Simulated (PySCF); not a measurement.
# [HfCl3(H2O)]+: other functionals and bases at one geometry

The task here is to estimate one member of a computed series from the others.

Computed with PySCF 2.14.0. Level: several levels, as the steps say, no spin–orbit coupling.

1 further run of the same task is left out (for a known fault of the program).

## The system as given

7 atoms, charge 1, spin multiplicity 1.

Bond lengths: Hf1–Cl2 2.291 Å, Hf1–Cl3 2.290 Å, Hf1–Cl4 2.291 Å, Hf1–O5 2.187 Å, O5–H6 0.975 Å, O5–H7 0.975 Å. Angles: Cl2–Hf1–Cl3 111.6°, Cl2–Hf1–Cl4 113.5°, Cl2–Hf1–O5 105.7°, Cl3–Hf1–Cl4 111.6°, Cl3–Hf1–O5 108.3°, Cl4–Hf1–O5 105.7°, Hf1–O5–H6 126.4°, Hf1–O5–H7 126.4°, H6–O5–H7 107.1°.

Coordinates:

```xyz
7
Cl3H2HfO
Hf   -0.05454    0.04395   -0.04395
Cl    1.19674    1.47680    1.23216
Cl   -1.43296   -1.24878    1.24878
Cl    1.19674   -1.23216   -1.47680
O    -1.29880    1.31540   -1.31540
H    -1.63152    2.20471   -1.09584
H    -1.63152    1.09584   -2.20471
```

Formal oxidation states: Hf +4. An earlier session relaxed this geometry at PBE0, Hf def2-SVP with ECP60, Cl def2-SVP, O def2-SVP, H def2-SVP (singlet, point group Cs).

At PBE0 on the finer grid: E = -1504.010518 Eh, HOMO -13.97 eV, LUMO -7.15 eV, Mulliken charge on Hf1 +1.03 e, largest force component 0.016 eV/Å. 

Levels to run: M06-L; CAM-B3LYP; PBE0, TZVP. Hardware: 2 threads of Arm Neoverse V1, shared host.

The first run:

File run.py (the lines that set the calculation):

```python
mol = gto.M(atom='''
Hf    -0.05454     0.04395    -0.04395
Cl     1.19674     1.47680     1.23216
Cl    -1.43296    -1.24878     1.24878
Cl     1.19674    -1.23216    -1.47680
O     -1.29880     1.31540    -1.31540
H     -1.63152     2.20471    -1.09584
H     -1.63152     1.09584    -2.20471''',
    basis={'Hf': 'def2-SVP', 'Cl': 'def2-SVP', 'O': 'def2-SVP', 'H': 'def2-SVP'},
    ecp={'Hf': 'def2-SVP'},
    charge=1, spin=0)
mf = dft.RKS(mol, xc='M06L')
mf.grids.atom_grid = (75, 302)
mf = mf.density_fit()  # fitting sets: Hf def2-universal-JKFIT, Cl def2-universal-JKFIT, O def2-universal-JKFIT, H def2-universal-JKFIT
mf.conv_tol = 1e-08; mf.max_cycle = 55
mf.kernel(dm0)  # dm0: the density of the relaxed state
```

The run is started by

```
$ OMP_NUM_THREADS=2 python run.py
```

Steps of the session up to this table: M06-L; CAM-B3LYP; PBE0, TZVP.

One table of the session follows, with a row left open; its other results are not shown here.

```
              level  HOMO (eV)  gap (eV)  charge on Hf1 (e)  dipole (D)  largest force component (eV/Å)
PBE0 (relaxed here)     -13.97      6.81               1.03        7.77                            0.02
              M06-L     -12.97      5.15               1.25        7.78                            0.15
          CAM-B3LYP     -15.20      9.20               0.99        7.85                            0.13
         PBE0, TZVP          ?         ?                  ?           ?                               ?
```

**Question.** Estimate the row for PBE0, TZVP.

**Answer.** HOMO (eV): -13.86; gap (eV): 6.83; charge on Hf1 (e): 1.30; dipole (D): 7.50; largest force component (eV/Å): 0.22. In the column «HOMO (eV)» it lies between PBE0 (relaxed here) (-13.97) and M06-L (-12.97).

The dipole of a charged species depends on the origin, so these sizes hold for this origin alone.

In one basis the HOMO–LUMO gap runs from 5.15 eV (M06-L) to 9.20 eV (CAM-B3LYP). The largest leftover force, 0.22 eV/Å with PBE0, TZVP, stands at a geometry relaxed at another level. Total energies of different levels can't be compared.
